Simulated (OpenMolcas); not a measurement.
# CH5InO2 (SMILES [CH3][In]([OH])[OH]), step by step

We compute a single-point energy (HF/ANO-R0), then the energy (CASSCF(2,2)/ANO-R1), then the energy along one coordinate (CASPT2(2,2)/ANO-R1), then the energy along one coordinate (SC-NEVPT2(2,2)/ANO-R1), then an energy scan (MC-PDFT[tPBE](2,2)/ANO-R1) of CH5InO2. 

The results are computed with OpenMolcas 26.06.

## 1. The molecule

CH5InO2 has 9 atoms, charge 0, and is taken as a singlet. As SMILES, `[CH3][In]([OH])[OH]`. The shape is that of a PBE0-D4/def2-TZVP optimisation. This is one conformer, not always the lowest.

Bond lengths: C1–In2 2.127 Å, In2–O3 1.981 Å, In2–O4 1.993 Å, C1–H5 1.090 Å, C1–H6 1.090 Å, C1–H7 1.089 Å, O3–H8 0.961 Å, O4–H9 0.959 Å. Some angles: C1–In2–O3 124.7°, C1–In2–O4 129.1°, O3–In2–O4 106.2°, In2–C1–H5 109.8°, In2–C1–H6 109.5°, In2–C1–H7 109.4°, In2–O3–H8 111.0°, In2–O4–H9 114.4°, H5–C1–H6 109.0°, H5–C1–H7 109.7°.

## 2. The energy at HF/ANO-R0 (sfX2C) (run 1)

Input file struct.xyz:

```xyz
9

C     -0.086600     0.920200    -1.366200
In     0.122900    -0.336100     0.337800
O      1.440800    -1.806000     0.500900
O     -0.898600    -0.312900     2.048600
H     -1.126400     0.929200    -1.692800
H      0.212100     1.936300    -1.107700
H      0.547500     0.548900    -2.169800
H      1.365500    -2.243400     1.353100
H     -1.577100     0.363700     2.096100
```

Input file step1.inp:

```
&gateway
coord = struct.xyz
basis = ANO-R0
group = NoSym
&seward
&scf
prorbitals = 0
&localisation
occupied
freeze
pipek-mezey
&localisation
fileorb = $Project.LocOrb
virtual
pipek-mezey
```

Started as:

```sh
$ export MOLCAS_MEM=1860
$ pymolcas step1.inp > step1.log
```

What it wrote:

```text
--- Start Module: gateway ---
[...]
--- Stop Module: gateway /rc=_RC_ALL_IS_WELL_ ---
[...]
      Basis functions           47
[...]
       Convergence after  14 Iterations
[...]
::    Total SCF energy                              -6068.2241467760
[...]
      Total spin, S                                     0.0000000000
[...]
      Total electronic charge=   76.000000
      Total            charge=   -0.000000
[...]
      Dipole Moment (debye):
      Origin of the operator (angstrom)=    0.1292   -0.3655    0.3762
                   X= -9.6498E-01               Y=  7.2838E-01               Z=  4.4650E-01           Total=  1.2888E+00
      Quadrupole Moment (debye*angstrom):
[...]
--- Start Module: localisation ---
[...]
--- Stop Module: localisation /rc=_RC_ALL_IS_WELL_ ---
--- Start Module: localisation ---
[...]
--- Stop Module: localisation /rc=_RC_ALL_IS_WELL_ ---
[...]
```

Wall time 5.1 s (1 thread of Intel Xeon 6975P-C (Granite Rapids), shared host); peak memory 0.41 GiB.

## 3. The energy at CASSCF(2,2)/ANO-R1 (sfX2C, RICD fitting) (run 2)

struct.xyz is that of step 2.

Input file step2.input:

```
&GATEWAY
Coord
struct.xyz
Basis
ANO-R0
Group
NoSym
&SEWARD
&RASSCF
FileOrb
$CurrDir/step1.LocOrb
Alter
2
1 29 38
1 39 42
Spin
1
Nactel
2 0 0
Inactive
37
Ras2
2
OrbListing
Nothing
>>> COPY $Project.RunFile RUNFIL1
>>> COPY $Project.RasOrb INPORB
&GATEWAY
Coord
struct.xyz
Basis
ANO-R1
Group
NoSym
RICD
&SEWARD
>>> COPY $Project.RunFile RUNFIL2
&EXPBAS
&RASSCF
FileOrb
$Project.ExpOrb
Spin
1
Nactel
2 0 0
Inactive
37
Ras2
2
OrbListing
Nothing
OrbAppear
Compact
```

Started as:

```sh
$ export MOLCAS_MEM=1860
$ pymolcas step2.input > step2.log
```

What it wrote:

```text
--- Start Module: gateway ---
[...]
--- Stop Module: gateway /rc=_RC_ALL_IS_WELL_ ---
[...]
      Basis functions           47
[...]
      Number of active orbitals                  2
[...]
      Spin quantum number                      0.0
[...]
      Active orbitals                            2
[...]
      Number of CSFs                             3
[...]
      Number of root(s) required                 1
[...]
      Convergence after 15 iterations
[...]
      printout of CI-coefficients larger than  0.05 for root  1
      energy=   -6068.235044
      conf/sym  11     Coeff  Weight
             1  20   0.99561 0.99124
             3  02  -0.09361 0.00876
      Natural orbitals and occupation numbers for root  1
      sym 1:   1.982476   0.017524
      ************************************************************************************************************************
      *                                                    Final results                                                     *
[...]
::    RASSCF root number  1 Total energy:  -6068.23504395
[...]
      Basis functions          110
[...]
--- Start Module: expbas ---
[...]
--- Stop Module: expbas /rc=_RC_ALL_IS_WELL_ ---
--- Start Module: rasscf ---
[...]
      Convergence after 14 iterations
[...]
      Natural orbitals and occupation numbers for root  1
      sym 1:   1.983392   0.016608
      ************************************************************************************************************************
      *                                                    Final results                                                     *
[...]
::    RASSCF root number  1 Total energy:  -6069.02708814
[...]
      Total electronic charge=   76.000000
      Total            charge=   -0.000000
[...]
      Dipole Moment (debye):
      Origin of the operator (angstrom)=    0.1292   -0.3655    0.3762
                   X= -1.6015E+00               Y=  2.5822E+00               Z= -1.4505E+00           Total=  3.3670E+00
      Quadrupole Moment (debye*angstrom):
[...]
--- Stop Module: rasscf /rc=_RC_ALL_IS_WELL_ ---
[...]
```

Run time: 21 s. Hardware: 1 thread of Intel Xeon 6975P-C (Granite Rapids), shared host; peak memory 0.41 GiB.

## 4. The energy along one coordinate at CASPT2(2,2)/ANO-R1 (sfX2C, RICD fitting, ipea shift 0.25 Eh, pt2 variant SS) (run 3)

Input file step3.input:

```
>>> COPY $CurrDir/step2.RasOrb $Project.RasOrb
>>> ForEach K in (1, 2, 3, 4, 5, 6, 7, 8, 9)
&GATEWAY
Coord=$CurrDir/point$K.xyz
Basis=ANO-R1
Group=NoSym
RICD
&SEWARD
&RASSCF
FileOrb=$Project.RasOrb
Spin=1
Nactel=2 0 0
Inactive=37
Ras2=2
OrbListing=Nothing
OrbAppear=Compact
&CASPT2
Imaginary=0.2
Frozen=21
>>> EndDo
```

Started as:

```sh
$ export MOLCAS_MEM=1860
$ pymolcas step3.input > step3.log
```

What it wrote:

```text
[...]
      Basis functions          110
[...]
      Number of active orbitals                  2
[...]
      Spin quantum number                      0.0
[...]
      Active orbitals                            2
[...]
      Number of CSFs                             3
[...]
      Number of root(s) required                 1
[...]
      Convergence after 10 iterations
[...]
      Natural orbitals and occupation numbers for root  1
      sym 1:   1.988437   0.011563
      ************************************************************************************************************************
      *                                                    Final results                                                     *
[...]
::    RASSCF root number  1 Total energy:  -6069.01557836
[...]
::    CASPT2 Root  1     Total energy:  -6069.95057847
[...]
      Convergence after 10 iterations
[...]
      Natural orbitals and occupation numbers for root  1
      sym 1:   1.983388   0.016612
      ************************************************************************************************************************
      *                                                    Final results                                                     *
[...]
      Convergence after 12 iterations
[...]
      Natural orbitals and occupation numbers for root  1
      sym 1:   1.855944   0.144056
      ************************************************************************************************************************
      *                                                    Final results                                                     *
[...]
      Convergence after 12 iterations
[...]
      Natural orbitals and occupation numbers for root  1
      sym 1:   1.719515   0.280485
      ************************************************************************************************************************
      *                                                    Final results                                                     *
[...]
      Convergence after 11 iterations
[...]
      Natural orbitals and occupation numbers for root  1
      sym 1:   1.485906   0.514094
      ************************************************************************************************************************
      *                                                    Final results                                                     *
[...]
::    RASSCF root number  1 Total energy:  -6068.87374897
[...]
::    CASPT2 Root  1     Total energy:  -6069.79430250
[...]
      Convergence after 11 iterations
[...]
::    RASSCF root number  1 Total energy:  -6068.86348040
[...]
::    CASPT2 Root  1     Total energy:  -6069.78172297
[...]
```

Run time: 2.3 min. Hardware: 1 thread of Intel Xeon 6975P-C (Granite Rapids), shared host; peak memory 0.28 GiB.

The scan, from its lowest point:

```
H5–C1 (Å)  energy (kJ/mol)
    0.981             28.4
    1.090              0.0
    1.199             13.2
    1.362             69.7
    1.580            165.5
    1.853            275.6
    2.180            370.5
    2.616            438.7
    3.270            471.7
```

## 5. An energy scan at SC-NEVPT2(2,2)/ANO-R1 (sfX2C, RICD fitting, pt2 variant SC-NEVPT2) (run 4)

Input file step4.input:

```
>>> COPY $CurrDir/step2.RasOrb $Project.RasOrb
>>> ForEach K in (1, 2, 3, 4, 5, 6, 7, 8, 9)
&GATEWAY
COORD=$CurrDir/point$K.xyz
BASIS=ANO-R1
GROUP=NoSym
RICD
&SEWARD
&RASSCF
FILEORB=$Project.RasOrb
SPIN=1
NACTEL=2 0 0
INACTIVE=37
RAS2=2
ORBLISTING=Nothing
ORBAPPEAR=Compact
&CASPT2
SC-NEVPT2
FROZEN=21
>>> EndDo
```

Started as:

```sh
$ export MOLCAS_MEM=1860
$ pymolcas step4.input > step4.log
```

What it wrote:

```text
[...]
      Basis functions          110
[...]
      Number of active orbitals                  2
[...]
      Spin quantum number                      0.0
[...]
      Active orbitals                            2
[...]
      Number of CSFs                             3
[...]
      Number of root(s) required                 1
[...]
      Convergence after 10 iterations
[...]
      printout of CI-coefficients larger than  0.05 for root  1
      energy=   -6069.015578
      conf/sym  11     Coeff  Weight
             1  20   0.99711 0.99422
             3  02  -0.07604 0.00578
      Natural orbitals and occupation numbers for root  1
      sym 1:   1.988437   0.011563
      ************************************************************************************************************************
      *                                                    Final results                                                     *
[...]
::    RASSCF root number  1 Total energy:  -6069.01557836
[...]
      E2 (Variational):          -0.9318511915
[...]
::    SC-NEVPT2 Root  1     Total energy:  -6069.94739050
[...]
      Convergence after 10 iterations
[...]
      Natural orbitals and occupation numbers for root  1
      sym 1:   1.983388   0.016612
      ************************************************************************************************************************
      *                                                    Final results                                                     *
[...]
      Convergence after 12 iterations
[...]
      Natural orbitals and occupation numbers for root  1
      sym 1:   1.855944   0.144056
      ************************************************************************************************************************
      *                                                    Final results                                                     *
[...]
      Convergence after 12 iterations
[...]
      Natural orbitals and occupation numbers for root  1
      sym 1:   1.719515   0.280485
      ************************************************************************************************************************
      *                                                    Final results                                                     *
[...]
      Convergence after 11 iterations
[...]
::    RASSCF root number  1 Total energy:  -6068.87374897
[...]
::    SC-NEVPT2 Root  1     Total energy:  -6069.79156006
[...]
      Convergence after 11 iterations
[...]
::    RASSCF root number  1 Total energy:  -6068.86348040
[...]
      E2 (Variational):          -0.9157438282
[...]
      Reference weight:           0.80316
[...]
::    SC-NEVPT2 Root  1     Total energy:  -6069.77922423
[...]
```

Wall time 2.2 min (1 thread of Intel Xeon 6975P-C (Granite Rapids), shared host); peak memory 0.28 GiB.

The scan, from its lowest point:

```
H5–C1 (Å)  energy (kJ/mol)
    0.981             29.5
    1.090              0.0
    1.199             12.2
    1.362             67.4
    1.580            162.7
    1.853            273.4
    2.180            369.7
    2.616            438.7
    3.270            471.0
```

## 6. The energy along one coordinate at MC-PDFT[tPBE](2,2)/ANO-R1 (sfX2C, RICD fitting) (run 5)

Input file step5.inp:

```
>>> EXPORT MOLCAS_PRINT=2
>>> COPY $CurrDir/step2.RasOrb $Project.RasOrb
>>> ForEach K in (1, 2, 3, 4, 5, 6, 7, 8, 9)

&GATEWAY
  Coord=$CurrDir/point$K.xyz
  Basis=ANO-R1
  Group=NoSym
  RICD

&SEWARD

&RASSCF
  FileOrb=$Project.RasOrb
  Spin=1
  Nactel=2 0 0
  Inactive=37
  Ras2=2
  OrbListing=Nothing
  OrbAppear=Compact

&MCPDFT
  KSDFT=T:PBE
>>> EndDo
```

Started as:

```sh
$ export MOLCAS_MEM=1860
$ pymolcas step5.inp > step5.log
```

What it wrote:

```text
--- Start Module: gateway ---
[...]
      Basis functions          110
[...]
      Number of active orbitals                  2
[...]
      Spin quantum number                      0.0
[...]
      Active orbitals                            2
[...]
      Number of CSFs                             3
[...]
      Number of root(s) required                 1
[...]
      Convergence after 10 iterations
[...]
      printout of CI-coefficients larger than  0.05 for root  1
      energy=   -6069.015578
      conf/sym  11     Coeff  Weight
             1  20   0.99711 0.99422
             3  02  -0.07604 0.00578
      Natural orbitals and occupation numbers for root  1
      sym 1:   1.988437   0.011563
      ************************************************************************************************************************
      *                                                    Final results                                                     *
[...]
::    RASSCF root number  1 Total energy:  -6069.01557836
[...]
::    MCPDFT root number  1 Total energy:  -6072.07301256
[...]
      Convergence after 10 iterations
[...]
      Natural orbitals and occupation numbers for root  1
      sym 1:   1.983388   0.016612
      ************************************************************************************************************************
      *                                                    Final results                                                     *
[...]
      Convergence after 12 iterations
[...]
      Natural orbitals and occupation numbers for root  1
      sym 1:   1.855944   0.144056
      ************************************************************************************************************************
      *                                                    Final results                                                     *
[...]
      Convergence after 12 iterations
[...]
      Natural orbitals and occupation numbers for root  1
      sym 1:   1.719515   0.280485
      ************************************************************************************************************************
      *                                                    Final results                                                     *
[...]
      Convergence after 11 iterations
[...]
::    RASSCF root number  1 Total energy:  -6068.87374897
[...]
::    MCPDFT root number  1 Total energy:  -6071.90853124
[...]
      Convergence after 11 iterations
[...]
::    RASSCF root number  1 Total energy:  -6068.86348040
[...]
      Total electronic charge=   76.000000
      Total            charge=   -0.000000
[...]
::    MCPDFT root number  1 Total energy:  -6071.89518142
[...]
```

Wall time 2.3 min (1 thread of Intel Xeon 6975P-C (Granite Rapids), shared host); peak memory 0.28 GiB.

The scan, from its lowest point:

```
H5–C1 (Å)  energy (kJ/mol)
    0.981             28.4
    1.090              0.0
    1.199             12.8
    1.362             68.8
    1.580            165.6
    1.853            279.9
    2.180            383.1
    2.616            460.2
    3.270            495.3
```

## 7. Outcome

| quantity | value |
| --- | --- |
| run 1, HF/ANO-R0: total energy | -6068.22415 Eh |
| run 1, HF/ANO-R0: dipole moment | 1.29 D |
| run 1, HF/ANO-R0: HOMO energy | -10.47 eV |
| run 1, HF/ANO-R0: LUMO energy | 2.40 eV |
| run 1, HF/ANO-R0: HOMO–LUMO gap | 12.87 eV |
| run 2, CASSCF(2,2)/ANO-R1: total energy | -6069.02709 Eh |
| run 2, CASSCF(2,2)/ANO-R1: dipole moment (CASSCF density) | 3.37 D |
| run 3, CASPT2(2,2)/ANO-R1: lowest energy of the scan | -6069.96138 Eh |
| run 4, SC-NEVPT2(2,2)/ANO-R1: lowest energy of the scan | -6069.95863 Eh |
| run 5, MC-PDFT[tPBE](2,2)/ANO-R1: lowest energy of the scan | -6072.08383 Eh |

Mulliken charges (run 2, CASSCF(2,2)/ANO-R1) run from -0.72 on O4 to +1.31 on In2; they depend strongly on the basis.
